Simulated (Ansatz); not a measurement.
BaOsO₃, space group Pm-3m, a scan of the Hubbard U

Program: Ansatz's Python interface.

`plus_u.py`
```python
'''DFT+U scan for BaOsO3.'''

import ansatz as az
from ase import Atoms
import numpy as np
import pandas as pd

config = {
    'functional': 'pbesol',
    'width_ev': 0.05,
    'kmesh': (6, 6, 6),
}


def count_gap(report):
    # lowest empty less highest filled band, counting bands; zero where they overlap
    return max(report.get('gap_by_band_count_ev') or 0.0, 0.0)


def main() -> None:
    atoms = Atoms(
        ['Ba', 'Os', 'O', 'O', 'O'],
        scaled_positions=[
            [0.0, 0.0, 0.0],
            [0.5, 0.5, 0.5],
            [0.0, 0.5, 0.5],
            [0.5, 0.0, 0.5],
            [0.5, 0.5, 0.0],
        ],
        cell=[
            [4.06423, 0.0, 0.0],
            [0.0, 4.06423, 0.0],
            [0.0, 0.0, 4.06423],
        ],
        pbc=True,
    )
    xtal = az.Crystal.from_ase(atoms)

    calc = (
        xtal.calculation()
        .functional(config['functional'])
        .occupations(az.OccupationsMethod.COLD, width=config['width_ev'])
        .kpoints(*config['kmesh'])  # the mesh must be finer for metals
        .band_table()
    )
    rows = []
    for u in [0.0, 2.0, 4.0, 6.0]:
        rep = calc.hubbard('Os', 'd', u_eff=u).run().report
        shell = rep['hubbard']['n_scf']
        rows.append((u, count_gap(rep), sum(shell) / len(shell), rep['n_iterations']))
    print(pd.DataFrame(rows, columns=['U_eff eV', 'gap by band count eV', 'Os d occupation (projector)', 'iterations']).round(4).to_string(index=False))
    print('eigenvalues of the first occupation matrix at the last U, by spin:')
    for channel in rep['hubbard']['n_eig'][0]:
        print('  ', ' '.join(f'{n:.3f}' for n in channel))


if __name__ == '__main__':
    main()
```

```console
$ python plus_u.py
DeckWarning: basis.ecutwfc = 420 eV, auto-derived from the records' recommended cutoffs: set by Ba (normal level)
 U_eff eV  gap by band count eV  Os d occupation (projector)  iterations
      0.0                   0.0                       6.2267           9
      2.0                   0.0                       6.2508           9
      4.0                   0.0                       6.2762           9
      6.0                   0.0                       6.3025           9
eigenvalues of the first occupation matrix at the last U, by spin:
   0.325 0.325 0.833 0.833 0.833
```
(Warnings from the package without file and line.)

Reading the output:
- Spin is left out of this run.
- The mesh is modest for a metal, so energies can be off by several to tens of meV an atom and pressures by half a GPa or more; differences at equal mesh fare better.
- A gap by band count of zero or less means overlapping bands, a metal.
- A Hubbard U without spin forces both spins into the same orbitals, which can open a gap or pick a state that a spin-polarised run wouldn't.
- This cell is a computed structure, which may not be the phase found in nature.
- Levels are Kohn-Sham eigenvalues on this mesh, without spin-orbit coupling.
- Shell occupations and the effect of U depend on the projectors; a run with no .spin step is spin-unpolarised, and each U may end in a state that isn't the lowest.
- Wall time of the script: 14 s on 1 thread of Arm Neoverse V1, with other jobs on the host, peak memory 0.48 GiB.
